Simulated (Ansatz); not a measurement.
# ClF (chlorine monofluoride): HF/STO-3G

What is the electronic atomisation energy of ClF (chlorine monofluoride) at HF/STO-3G? 

The results are computed with Ansatz 0.2.0.

33 further runs of the same task are left out: 33 set aside as unsound or not needed.

## 1. Starting point

ClF: 2 atoms, total charge 0, spin state singlet. As SMILES, `FCl`. Geometry: relaxed at PBE0-D4/def2-TZVP.

Bond lengths: F1–Cl2 1.620 Å.

## 2. A single-point energy at HF/STO-3G

run.yaml

```yaml
crystal:
  periodic: [false, false, false]
  atoms:
    - {symbol: F, position_ang: [-0.000000, -0.000000, 0.031290]}
    - {symbol: Cl, position_ang: [0.000000, 0.000000, 1.650960]}
basis:
  gaussian:
    orbitals: STO-3G
hamiltonian:
  xc: hf
accuracy: high
output: {orbitals: {seedname: orbitals}}
```

Launch:

```bash
$ ansatz run run.yaml --threads 1 --pin off --max-ram 3480MiB --events-out events.jsonl --progress --plain --runs-dir runs
```

Standard output:

```text
Warning: RAYON_NUM_THREADS=1 ignored (pool sized by the plan → 1); use --threads N
Functional definition: HF
  name "HF"
  exchange = exact_x
  correlation = 0
223 factors; integrals over basis functions are off by at most 3.2e-8 eV
mean field evaluation 1: about -15034.6707 eV, gradient 8.5e0 eV
mean field evaluation 2: about -15034.7491 eV, gradient 8.7e0 eV
mean field evaluation 4: about -15035.0798 eV, gradient 1.6e-1 eV
mean field evaluation 8: about -15035.0795 eV, gradient 1.8e-4 eV
mean field -15035.07947817 eV, -552.5289796798 hartree, gradient 1.5e-8 eV, S^2 0.000000; 0 other end points of the search recorded, 0 dependent functions left out
reference -15035.07947817 eV, -552.5289796798 hartree; 13, 13 occupied and 1, 1 virtual orbitals, 223 factors
Total energy: -15035.07947817 eV, -552.5289796798 hartree
```

It took 0.08 s on 1 thread of Arm Neoverse V2, shared host.

## 3. The Cl atom at the same level

molecule.yaml

```yaml
crystal:
  periodic: [false, false, false]
  atoms:
    - {symbol: Cl, position_ang: [0.000000, 0.000000, 0.000000]}
basis:
  gaussian:
    orbitals: STO-3G
magnetization:
  spin_polarized: true
  initial_magnetization: 1
hamiltonian:
  xc: hf
accuracy: high
```

Run the same way, it converges to -454.54219 Eh (log not shown).

## 4. The F atom, same level

run.yaml

```yaml
basis:
  gaussian:
    orbitals: STO-3G
crystal:
  periodic: [false, false, false]
  atoms:
    - {symbol: F, position_ang: [0.000000, 0.000000, 0.000000]}
magnetization:
  spin_polarized: true
  initial_magnetization: 1
hamiltonian:
  xc: hf
accuracy: high
```

Run the same way, it converges to -97.98651 Eh (log not shown).

## 5. Results

Level: HF/STO-3G.

| quantity | value |
| --- | --- |
| molecule: total energy | -552.52898 Eh |
| molecule: HOMO energy | -11.22 eV |
| molecule: LUMO energy | 7.22 eV |
| molecule: HOMO–LUMO gap | 18.45 eV |
| Cl atom: total energy | -454.54219 Eh |
| Cl atom: ⟨S²⟩ | 0.750 |
| F atom: total energy | -97.98651 Eh |
| F atom: ⟨S²⟩ | 0.750 |
| electronic atomisation energy | 0.008 eV |

What this shows: Taking the molecule apart into free atoms costs 0.01 eV (0.7 kJ/mol), before zero-point energy and without spin-orbit coupling. Hartree–Fock lacks the correlation of the bonding pairs, which as a rule makes this value much too low; in minimal bases other errors can mask that. In a minimal basis such a difference can be off by several eV, whatever the method.
